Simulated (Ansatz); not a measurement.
# Molecular dynamics of Cu$_{2}$P$_{3}$O$_{10}$

Input file:

```yaml
accuracy: low
crystal:
  lattice:
    - [4.816907, 0.0, 0.0]
    - [0.0, 8.392786, 0.0]
    - [-1.990186, 0.0, 9.065441]
  atoms:
    - { symbol: Cu, position: [0.93041, 0.064973, 0.677635] }
    - { symbol: Cu, position: [0.93041, 0.435027, 0.677635] }
    - { symbol: Cu, position: [0.06959, 0.564973, 0.322365] }
    - { symbol: Cu, position: [0.06959, 0.935027, 0.322365] }
    - { symbol: P, position: [0.510854, 0.25, 0.851337] }
    - { symbol: P, position: [0.407732, 0.25, 0.449009] }
    - { symbol: P, position: [0.592268, 0.75, 0.550991] }
    - { symbol: P, position: [0.489146, 0.75, 0.148663] }
    - { symbol: P, position: [0.318351, 0.75, 0.820461] }
    - { symbol: P, position: [0.681649, 0.25, 0.179539] }
    - { symbol: O, position: [0.665341, 0.095898, 0.826083] }
    - { symbol: O, position: [0.845911, 0.094548, 0.194893] }
    - { symbol: O, position: [0.845911, 0.405452, 0.194893] }
    - { symbol: O, position: [0.807053, 0.75, 0.240833] }
    - { symbol: O, position: [0.154089, 0.905452, 0.805107] }
    - { symbol: O, position: [0.154089, 0.594548, 0.805107] }
    - { symbol: O, position: [0.192947, 0.25, 0.759167] }
    - { symbol: O, position: [0.244682, 0.404013, 0.470343] }
    - { symbol: O, position: [0.244682, 0.095987, 0.470343] }
    - { symbol: O, position: [0.287894, 0.75, 0.445853] }
    - { symbol: O, position: [0.535417, 0.75, 0.979422] }
    - { symbol: O, position: [0.552129, 0.75, 0.718712] }
    - { symbol: O, position: [0.755318, 0.904013, 0.529657] }
    - { symbol: O, position: [0.334659, 0.595898, 0.173917] }
    - { symbol: O, position: [0.665341, 0.404102, 0.826083] }
    - { symbol: O, position: [0.334659, 0.904102, 0.173917] }
    - { symbol: O, position: [0.447871, 0.25, 0.281288] }
    - { symbol: O, position: [0.464583, 0.25, 0.020578] }
    - { symbol: O, position: [0.712106, 0.25, 0.554147] }
    - { symbol: O, position: [0.755318, 0.595987, 0.529657] }
basis:
  ecutwfc: 500.0
kpoints:
  mp_grid: { grid: [2, 1, 1] }
hamiltonian:
  xc: r2scan
scf:
  occupations: { method: fermi_dirac, width: 0.05 }
  lower_state_search: "off"
md:
  timestep: 1
  n_steps: 130
  ensemble: nvt_nose_hoover
  temperature: 1170.0
  initial_velocities: maxwell_boltzmann
  seed: 351166
  nose_hoover: { tau: 200.0, chain_length: 3 }
```

Launched with:

```bash
$ ansatz run input.yaml --threads 2 --pin off --max-ram 5120MiB --backend cpu --events-out ev --progress --plain --runs-dir out
```

It starts from an unrelaxed structure (largest force component 1.18 eV/Å).

Output, in part (step lines):

```
md step     0: t =     0.00 fs  T =  1170.0 K  F+E_penalty+E_count = -42451.03254442 eV  E_kin = 4.385792 eV  conserved = -42446.64675266 eV  (13 SCF iters)
md step     1: t =     1.00 fs  T =  1157.4 K  F+E_penalty+E_count = -42450.98501637 eV  E_kin = 4.338629 eV  conserved = -42446.64638815 eV  (14 SCF iters)
md step     2: t =     2.00 fs  T =  1121.5 K  F+E_penalty+E_count = -42450.84961456 eV  E_kin = 4.204016 eV  conserved = -42446.64560179 eV  (14 SCF iters)
md step     3: t =     3.00 fs  T =  1065.6 K  F+E_penalty+E_count = -42450.63895957 eV  E_kin = 3.994551 eV  conserved = -42446.64442413 eV  (14 SCF iters)
md step     4: t =     4.00 fs  T =   994.8 K  F+E_penalty+E_count = -42450.37207657 eV  E_kin = 3.729207 eV  conserved = -42446.64291296 eV  (14 SCF iters)
md step     5: t =     5.00 fs  T =   915.6 K  F+E_penalty+E_count = -42450.07331499 eV  E_kin = 3.432227 eV  conserved = -42446.64118545 eV  (7 SCF iters)
md step     6: t =     6.00 fs  T =   835.3 K  F+E_penalty+E_count = -42449.77034063 eV  E_kin = 3.131085 eV  conserved = -42446.63943709 eV  (5 SCF iters)
md step     7: t =     7.00 fs  T =   761.2 K  F+E_penalty+E_count = -42449.49098319 eV  E_kin = 2.853364 eV  conserved = -42446.63792054 eV  (5 SCF iters)
[... lines left out ...]
```

The steps, from the saved trajectory:

| time (fs) | T (K) | potential energy less start (eV) | conserved less start (meV/atom) |
| --- | --- | --- | --- |
| 0 | 1170 | 0.000 | 0.00 |
| 4 | 995 | 0.660 | 0.13 |
| 8 | 700 | 1.773 | 0.33 |
| 12 | 623 | 2.058 | 0.25 |
| 16 | 656 | 1.933 | 0.11 |
| 20 | 564 | 2.286 | 0.21 |
| 24 | 520 | 2.455 | 0.32 |
| 28 | 675 | 1.871 | 0.09 |
| 32 | 701 | 1.781 | 0.09 |
| 36 | 578 | 2.255 | 0.25 |
| 40 | 550 | 2.365 | 0.22 |
| 44 | 588 | 2.227 | 0.15 |
| 48 | 562 | 2.336 | 0.18 |
| 52 | 511 | 2.535 | 0.23 |
| 56 | 536 | 2.450 | 0.25 |
| 60 | 650 | 2.035 | 0.16 |
| 64 | 704 | 1.846 | 0.14 |
| 68 | 647 | 2.076 | 0.20 |
| 72 | 578 | 2.350 | 0.21 |
| 76 | 544 | 2.491 | 0.23 |
| 80 | 565 | 2.429 | 0.21 |
| 84 | 604 | 2.296 | 0.19 |
| 88 | 617 | 2.267 | 0.19 |
| 92 | 604 | 2.338 | 0.24 |
| 96 | 630 | 2.259 | 0.21 |
| 100 | 658 | 2.175 | 0.20 |
| 104 | 670 | 2.154 | 0.21 |
| 108 | 679 | 2.146 | 0.21 |
| 112 | 703 | 2.080 | 0.22 |
| 116 | 752 | 1.925 | 0.17 |
| 120 | 750 | 1.963 | 0.19 |
| 124 | 726 | 2.080 | 0.23 |
| 128 | 750 | 2.020 | 0.23 |

The run went to its last step. The conserved energy stayed within 0.35 meV per atom of its start (net change 0.21 meV per atom), so the integration is sound. The mean temperature of the second half is 44 % below the set value. A run of 0.13 ps of so small a system gives no equilibrium averages. Limits of this set-up: coarse k mesh, low accuracy level.

Mean squared displacements from the first frame to the last, about the centre of mass: Cu 0.09 Å², P 0.03 Å², O 0.08 Å².

Last frame:

```xyz
30
Lattice="4.8169 0.0000 0.0000 0.0000 8.3928 0.0000 -1.9902 0.0000 9.0654" Properties=species:S:1:pos:R:3
Cu 3.253 0.464 6.210
Cu 2.629 3.876 6.082
Cu -0.234 4.802 2.873
Cu -0.217 7.812 2.905
P 0.810 2.019 7.834
P 1.118 2.200 4.071
P 1.608 6.272 4.998
P 2.152 6.186 1.271
P -0.224 6.095 7.297
P 3.089 2.164 1.748
O 1.727 0.863 7.715
O 3.860 0.870 1.841
O 3.792 3.458 1.699
O 3.550 6.253 2.133
O -0.727 7.519 7.065
O -1.331 5.063 7.316
O -0.571 1.909 6.991
O 0.511 3.589 4.099
O 0.356 0.917 4.199
O 0.448 6.430 3.915
O 0.515 6.052 8.785
O 0.960 5.949 6.377
O 2.325 7.641 4.956
O 1.484 4.869 1.705
O 1.447 3.344 7.423
O 1.637 7.527 1.606
O 1.868 2.147 2.655
O 2.359 2.169 0.346
O 2.212 2.090 5.267
O 2.583 5.072 4.764
```

Run time: 26 min on 2 threads of Arm Neoverse V1 (shared host), peak memory 1.3 GiB.
